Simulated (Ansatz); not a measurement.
# BP (zinc blende): the cost of one run

Method: DFT PBE, scalar-relativistic, plane waves, norm-conserving pseudopotentials, in Ansatz 0.2.0.

### Step 1. Starting point

The structure is cubic, space group F-43m (No. 216). The conventional cell has a = 4.580 Å, b = 4.580 Å, c = 4.580 Å, α = 90.00°, β = 90.00°, γ = 90.00°. Around B (site symmetry -43m) lie 4 P at 1.98 Å. P (site symmetry -43m) is surrounded by 4 B at 1.98 Å.

Coordinates:

```xyz
2
Lattice="0.0000 2.2900 2.2900 2.2900 0.0000 2.2900 2.2900 2.2900 0.0000" Properties=species:S:1:pos:R:3 pbc="T T T"
B     0.0000    0.0000    0.0000
P     1.1450    1.1450    1.1450
```

### Step 2. Phonons: BP (zinc blende), no spin, volume × 1.03

File input.yaml:

```yaml
crystal:
  lattice:
    - [0.0, 2.2899519552, 2.2899519552]
    - [2.2899519552, 0.0, 2.2899519552]
    - [2.2899519552, 2.2899519552, 0.0]
  atoms:
    - { symbol: B, position: [0.0, 0.0, 0.0] }
    - { symbol: P, position: [0.25, 0.25, 0.25] }
scf:
  occupations: { method: fixed }
output: {}
hamiltonian:
  xc: pbe
  pseudopotentials: { kind: nc }
kpoints:
  mp_grid: { grid: [10, 10, 10] }
phonons:
  method: dfpt
  dielectric: true
  eigenvectors: false
  rigid_motions: translations
```

Started as:

```bash
> ansatz run input.yaml --threads 1 --pin off --max-ram 2867MiB --backend cpu --events-out ev --progress --plain --runs-dir out
```

Q: Estimate wall time and peak memory on 1 thread of Intel Xeon at 2.30GHz, shared host.

About 77 s, with a peak of 0.74 GiB.
